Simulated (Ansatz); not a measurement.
# H₂InOS radical: an energy map over bond length O1–In2 and bond length In2–S3

A grid of calculations on H₂InOS, SMILES [OH][In][SH], spin multiplicity 2, to see where the energy is lowest and how it rises around there.

The runs use Ansatz 0.2.0; UKS B3LYP-D4/def2-TZVP.

**1. Starting geometry**

SMILES `[OH][In][SH]`, 5 atoms, charge 0, spin multiplicity 2.

Atoms are counted from 1 here; the program's logs count them from 0.

Bond lengths: O1–In2 2.057 Å, O1–H4 0.978 Å, In2–S3 2.495 Å, S3–H5 1.366 Å. Angles: In2–O1–H4 112.4°, O1–In2–S3 110.2°, In2–S3–H5 88.7°.

As a file:

```xyz
5
H2InOS
O     0.2287    1.4585    0.2908
In   -0.4578   -0.3364    1.0236
S    -0.2279   -2.1184   -0.7076
H     0.1550    2.1807    0.9458
H     0.3019   -1.1844   -1.5526
```

This geometry comes from a loose relaxation at PBE in a small basis, which is not shown.

**3. Setting up the map**

The axes are (1) bond length O1–In2: 9 values from 1.663 to 3.042 Å; (2) bond length In2–S3: 9 values from 2.075 to 3.211 Å.

Nothing else is relaxed (all other coordinates rigid). Energies count from the relaxed molecule at the same level. Points are written as (first, second).

(The set-up runs are not shown.)

**4. The run at (2.008 Å, 2.501 Å)**

input.yaml

```yaml
crystal:
  periodic: [false, false, false]
  atoms:
    - { symbol: O, position_ang: [0.218026, 1.444578, 0.31383] }
    - { symbol: In, position_ang: [-0.446893, -0.319439, 1.005344] }
    - { symbol: S, position_ang: [-0.215286, -2.103134, -0.732411] }
    - { symbol: H, position_ang: [0.160409, 2.183234, 0.93027] }
    - { symbol: H, position_ang: [0.309348, -1.197243, -1.581043] }
magnetization:
  spin_polarized: true
  initial_magnetization: 1
basis:
  gaussian: { orbitals: def2-TZVP }
hamiltonian:
  xc: { name: B3LYP }
  dispersion: d4
output:
  forces: true
```

Launch:

```sh
> ansatz run input.yaml --threads 1 --pin off --max-ram 2560MiB --backend cpu --events-out ev --progress --plain --runs-dir out
```

Further runs follow: the other points that were computed.

**Question.** What will these runs give? Wanted: lowest point; largest force on an atom.

The runs gave:

| quantity | value |
| --- | --- |
| lowest point | (2.008 Å, 2.501 Å), 0.7 kJ/mol |
| highest computed point (blank points may lie higher) | (1.663 Å, 2.075 Å), 310 kJ/mol above the lowest |
| largest force on an atom (eV/Å) | 0.5 at (2.008 Å, 2.501 Å) to 15.9 at (1.663 Å, 3.211 Å); 0.5 at the lowest point |
| time for the whole task | 14 min on 1 thread, shared host |

The lowest computed point is at (2.008 Å, 2.501 Å), 0.7 kJ/mol from the relaxed molecule at the same level. The highest computed point, (1.663 Å, 2.075 Å), lies 310 kJ/mol above the lowest.
